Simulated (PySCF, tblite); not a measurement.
# C₁₂H₇BrO₃: excited states

Wanted: excited states for C₁₂H₇BrO₃ (`Brc1ccc(-c2ccc(-c3ccco3)o2)o1`).

Programs: tblite 0.8.0 and PySCF 2.14.0, with routines of our own; each step states its level. All values are computed. Atoms count from 0.

## (1) The starting structure

23 atoms, charge 0, multiplicity 1; geometry from: force field or distance geometry start.

## (2) Geometry optimisation with GFN2-xTB

What the job is given:

```
{"job": {"kind": "relax", "xc": "GFN2-xTB", "basis": "xTB"}, "charge": 0, "multiplicity": 1}
Br     6.450400    -0.040500     0.271300
C      4.601600    -0.150800    -0.222600
C      4.143000    -0.535200    -1.443700
C      2.720800    -0.470000    -1.365000
C      2.407400    -0.072300    -0.062700
C      1.108700     0.132200     0.503400
C      0.802000     0.542100     1.786100
C     -0.603800     0.596200     1.879800
C     -1.100300     0.212300     0.642100
C     -2.476500     0.110500     0.231900
C     -2.973500    -0.266700    -1.010400
C     -4.386600    -0.216500    -0.924700
C     -4.676400     0.192500     0.363600
O     -3.524800     0.389200     1.055200
O     -0.054000    -0.053900    -0.186600
O      3.572000     0.125900     0.636800
H      4.729500    -0.806900    -2.302200
H      2.003000    -0.712100    -2.133000
H      1.515000     0.771900     2.574700
H     -1.201500     0.871700     2.739700
H     -2.376300    -0.536700    -1.861700
H     -5.100400    -0.439600    -1.701100
H     -5.584000     0.383800     0.905100
```

Started as:

```console
OMP_NUM_THREADS=1 python excited_run.py task.json out
```

The driver reads the jobs from task.json and runs them one after another.

Standard output:

```text
step      E/eV     max force
  0   -1238.78114    1.587
  1   -1238.85774    0.840
  2   -1238.89126    0.690
  3   -1238.92578    0.397
  4   -1238.94314    0.356
  5   -1238.96963    0.403
  6   -1238.99079    0.442
  7   -1239.00761    0.337
  8   -1239.01933    0.286
  9   -1239.02848    0.236
 10   -1239.03341    0.131
 11   -1239.03549    0.099
 12   -1239.03677    0.102
 13   -1239.03818    0.122
 14   -1239.03947    0.095
 15   -1239.04012    0.042
 16   -1239.04039    0.037
 17   -1239.04056    0.028
 18   -1239.04068    0.026
 19   -1239.04075    0.024
 20   -1239.04081    0.021
 21   -1239.04088    0.022
 22   -1239.04095    0.025
 23   -1239.04102    0.018
 24   -1239.04108    0.016
 25   -1239.04113    0.020
 26   -1239.04118    0.020
 27   -1239.04125    0.024
 28   -1239.04133    0.027
 29   -1239.04143    0.025
 30   -1239.04153    0.020
 31   -1239.04162    0.024
 32   -1239.04168    0.017
 33   -1239.04172    0.012
 34   -1239.04175    0.010
 35   -1239.04177    0.011
 36   -1239.04179    0.010
 37   -1239.04180    0.007
```

Run time: 0.53 s. Hardware: 1 thread of Arm Neoverse V1, shared host; peak memory 0.18 GiB.

Along the way: (not every step is listed)

| step | energy from step 0 (eV) | largest force (eV/Å) |
| --- | --- | --- |
| 0 | 0.0000 | 1.5865 |
| 1 | -0.0766 | 0.8397 |
| 2 | -0.1101 | 0.6904 |
| 3 | -0.1446 | 0.3968 |
| 4 | -0.1620 | 0.3556 |
| 5 | -0.1885 | 0.4034 |
| 6 | -0.2097 | 0.4415 |
| 7 | -0.2265 | 0.3374 |
| 8 | -0.2382 | 0.2864 |
| 10 | -0.2523 | 0.1309 |
| 12 | -0.2556 | 0.1022 |
| 14 | -0.2583 | 0.0949 |
| 16 | -0.2592 | 0.0368 |
| 18 | -0.2595 | 0.0257 |
| 20 | -0.2597 | 0.0209 |
| 22 | -0.2598 | 0.0247 |
| 24 | -0.2599 | 0.0158 |
| 26 | -0.2600 | 0.0200 |
| 28 | -0.2602 | 0.0274 |
| 30 | -0.2604 | 0.0203 |
| 32 | -0.2605 | 0.0171 |
| 33 | -0.2606 | 0.0117 |
| 34 | -0.2606 | 0.0102 |
| 35 | -0.2606 | 0.0108 |
| 36 | -0.2606 | 0.0102 |
| 37 | -0.2607 | 0.0067 |

Distances of close pairs at the start and the end, largest changes first:

| bond | before (Å) | after (Å) | change (Å) |
| --- | --- | --- | --- |
| Br0–C1 | 1.917 | 1.863 | -0.054 |
| C1–O15 | 1.369 | 1.343 | -0.026 |
| C3–C4 | 1.397 | 1.375 | -0.022 |
| C11–C12 | 1.382 | 1.362 | -0.020 |
| C6–H18 | 1.088 | 1.070 | -0.017 |
| C4–O15 | 1.373 | 1.356 | -0.016 |
| C9–C10 | 1.390 | 1.374 | -0.016 |
| C12–O13 | 1.358 | 1.343 | -0.015 |

The end geometry stands in the next job.

## (3) Vibrational analysis with GFN2-xTB

What the job is given:

```
{"job": {"kind": "ir", "xc": "GFN2-xTB", "basis": "xTB"}, "charge": 0, "multiplicity": 1}
Br     6.235444     0.019469     0.440842
C      4.511911    -0.162570    -0.242491
C      4.071374    -0.538934    -1.476125
C      2.662666    -0.488648    -1.397591
C      2.355193    -0.084262    -0.120046
C      1.098605     0.140688     0.527517
C      0.813347     0.546415     1.811430
C     -0.586591     0.601125     1.904286
C     -1.070168     0.225302     0.671208
C     -2.417222     0.102107     0.198035
C     -2.915422    -0.270900    -1.027395
C     -4.320476    -0.209570    -0.912432
C     -4.576076     0.192654     0.363514
O     -3.434456     0.383850     1.043707
O     -0.046746    -0.055199    -0.167362
O      3.494224     0.115725     0.588885
H      4.675696    -0.812166    -2.315778
H      1.963233    -0.717491    -2.173825
H      1.528655     0.771609     2.575066
H     -1.174021     0.877263     2.755036
H     -2.340538    -0.548841    -1.885874
H     -5.040076    -0.433483    -1.672703
H     -5.493307     0.372842     0.888022
```

Standard output:

```text
mode    cm-1     km/mol
  1      27.0      0.48
  2      44.7      0.20
  3      49.5      0.02
  4      97.7      2.28
  5     105.7      0.93
  6     113.8      0.43
  7     184.8      1.36
  8     189.8      0.58
  9     275.2      0.27
 10     296.7      0.21
 11     360.3      0.01
 12     365.8      1.85
 13     411.7      0.05
 14     459.7      1.52
 15     515.1      1.13
 16     569.1      3.19
 17     582.8      1.84
 18     598.1      0.74
 19     607.4     10.38
 20     652.2      0.00
 21     665.7      0.10
 22     764.0     12.29
 23     803.9     15.53
 24     811.3     17.11
 25     815.2     13.57
 26     828.9      0.62
 27     835.7      0.01
 28     845.7      1.90
 29     850.2      6.56
 30     851.2      1.73
 31     858.6      3.44
 32     897.3     13.40
 33     952.5      1.30
 34     970.4      2.74
 35    1035.7     25.92
 36    1037.2     34.26
 37    1040.3     40.25
 38    1073.8      3.85
 39    1094.0      3.11
 40    1114.6     30.55
 41    1133.0      9.43
 42    1153.0     42.28
 43    1195.5      4.22
 44    1206.6      0.23
 45    1220.7     22.22
 46    1288.5      2.13
 47    1309.2     65.55
 48    1353.8      5.95
 49    1370.3     15.85
 50    1381.9      0.91
 51    1413.9     41.34
 52    1457.2     13.91
 53    1506.0      9.68
 54    1529.0     58.25
 55    1577.4     15.67
 56    1600.5      1.32
 57    3170.3      2.00
 58    3187.6     20.48
 59    3189.0      9.57
 60    3193.2     12.42
 61    3198.3      0.80
 62    3198.8     10.37
 63    3202.9      1.37
```

Wall time 1.7 s (1 thread of Arm Neoverse V1, shared host); peak memory 0.18 GiB.

Which atoms move in the most intense modes:

| cm⁻¹ | km/mol | atoms |
| --- | --- | --- |
| 1036 | 25.9 | H16 39 %, H17 39 %, O15 13 % |
| 1037 | 34.3 | H20 47 %, H21 27 % |
| 1040 | 40.2 | H19 41 %, H18 38 %, O14 13 % |
| 1115 | 30.6 | H22 22 %, H20 20 %, O13 18 %, C12 17 % |
| 1153 | 42.3 | H22 25 %, O13 12 % |
| 1309 | 65.5 | C8 14 %, C5 14 %, C9 12 %, C3 10 % |
| 1414 | 41.3 | C7 12 %, C6 12 %, C8 11 %, C9 10 % |
| 1529 | 58.2 | C1 12 %, C12 11 %, C11 11 %, C2 11 % |

## (4) Excited states: TDA BHandHLYP/def2-SVP

Settings changed since step 3:

```diff
@@ -1,2 +1,2 @@
-{"job": {"kind": "ir", "xc": "GFN2-xTB", "basis": "xTB"}, "charge": 0, "multiplicity": 1}
+{"job": {"kind": "states", "xc": "BHandHLYP", "basis": "def2-SVP", "tda": true, "soc": true, "nstates": 6, "ntriplets": 6, "nquad": 4}, "charge": 0, "multiplicity": 1}
 Br     6.235444     0.019469     0.440842
```

Method: TDA BHandHLYP/def2-SVP excited states, vertical, gas phase, spin-orbit mean-field couplings.

Standard output:

```text
coarse grid: 102336 points
cycle   1  E = -3259.8887061703  dE =  3.321e+00  |g| = 7.594e-01  |ddm| = 6.198e+00
cycle   2  E = -3259.9077390333  dE = -1.903e-02  |g| = 7.681e-01  |ddm| = 1.467e+00
cycle   3  E = -3260.0261625060  dE = -1.184e-01  |g| = 8.486e-02  |ddm| = 7.476e-01
cycle   4  E = -3260.0276270753  dE = -1.465e-03  |g| = 4.645e-02  |ddm| = 1.518e-01
cycle   5  E = -3260.0281148923  dE = -4.878e-04  |g| = 1.280e-02  |ddm| = 6.345e-02
cycle   6  E = -3260.0281563111  dE = -4.142e-05  |g| = 2.886e-03  |ddm| = 1.733e-02
cycle   7  E = -3260.0281582965  dE = -1.985e-06  |g| = 1.090e-03  |ddm| = 4.107e-03
final grid: 218800 points
cycle   8  E = -3260.0281105290  dE = -6.958e-08  |g| = 1.260e-03  |ddm| = 2.923e-03
cycle   9  E = -3260.0281102565  dE =  2.724e-07  |g| = 1.716e-03  |ddm| = 3.120e-03
cycle  10  E = -3260.0281109211  dE = -6.645e-07  |g| = 1.298e-04  |ddm| = 1.782e-03
cycle  11  E = -3260.0281109254  dE = -4.357e-09  |g| = 3.955e-05  |ddm| = 1.615e-04
cycle  12  E = -3260.0281109267  dE = -1.276e-09  |g| = 1.503e-05  |ddm| = 1.364e-04
cycle  13  E = -3260.0281109268  dE = -8.004e-11  |g| = 3.563e-06  |ddm| = 2.199e-05
converged SCF energy = -3260.0281109268

Singlet excitations
state   eV       nm        f     d(h-e)  d(exc)  Lambda  PR(NTO)  |dmu|/D   mu/D   main configurations
  1   4.0353   307.2   1.40550   0.082   4.135   0.809   1.078    0.174    1.783   H->L 0.96
  2   5.3576   231.4   0.01525   0.124   5.177   0.774   1.696    0.342    1.569   H->L+1 0.70, H-1->L 0.23
  3   5.4918   225.8   0.00115   2.606   4.357   0.344   1.014    9.512   10.980   H->L+2 0.73, H-1->L+2 0.22
  4   5.7691   214.9   0.11645   0.288   3.679   0.736   1.746    0.766    1.574   H-1->L 0.71, H->L+1 0.23
  5   6.3918   194.0   0.01120   0.551   4.377   0.737   2.042                     H->L+3 0.61, H-2->L 0.25
  6   6.6353   186.9   0.00399   0.128   3.960   0.721   2.368                     H->L+4 0.45, H-3->L 0.32

Triplet excitations (Tamm-Dancoff)
state   eV     d(h-e)  d(exc)  Lambda  PR(NTO)   main configurations
  1   2.3010   0.051   3.606   0.807   1.230   H->L 0.88
  2   3.3154   0.202   2.994   0.757   2.173   H->L+1 0.51, H-1->L 0.36
  3   4.3072   0.084   2.671   0.746   3.062   H->L+3 0.32, H-1->L+1 0.23, H-2->L 0.20
  4   4.8702   0.164   3.252   0.736   2.832   H->L+4 0.30, H-2->L+1 0.13, H-4->L 0.10
  5   4.9581   2.058   3.874   0.351   1.011   H->L+2 0.61, H-1->L+2 0.29
  6   5.0328   0.084   4.148   0.736   2.421   H-1->L 0.29, H->L+1 0.20, H-1->L+3 0.10
S1 - T1 = 1.7342 eV

Spin-orbit couplings |<S|Hso|T>| (cm-1)
             T1       T2       T3       T4       T5       T6
S0        0.557    1.379    3.381    4.574  540.396    6.640
S1        0.035    0.053    0.153    0.302   38.755    0.368
S2        0.177    0.191    0.166    0.035   25.376    0.301
S3       67.213   80.598   78.470   41.377    0.786   45.975
S4        0.128    0.160    0.241    0.338   53.638    0.397
S5        0.070    0.083    0.157    0.251   41.207    0.299
S6        0.032    0.102    0.074    0.144   23.610    0.175
T1 sublevels (cm-1): 0.000 0.024 0.024   radiative rates (1/s): 6.12 0.63 0.0166
```

It took 2.8 min on 1 thread of Arm Neoverse V1, shared host; peak memory 1.4 GiB.

Key values:

| quantity | value |
| --- | --- |
| S1 less T1 | 1.73 eV |

## (5) Summary of results

```
                                   quantity                 value
  strongest single infrared mode (GFN2-xTB)  1309 cm⁻¹, 66 km/mol
               zero-point energy (GFN2-xTB)         98.2 kcal/mol
S1 less T1 (step 4, TDA BHandHLYP/def2-SVP)               1.73 eV
```

**Reading.** All 63 modes are real, so the xTB geometry is a minimum. The strongest single mode, at 1309 cm⁻¹, is spread over several atoms, C8, C5, C9, C3 among them. Unscaled tight-binding wavenumbers are off by several per cent, some by more. Its intensities can rank the bands wrongly. Scalar relativity is left out for the heavy atoms. In step 4, the number of triplets below S1 is 2, and the largest singlet-triplet spin-orbit coupling is S0–T5, 540.40 cm⁻¹.
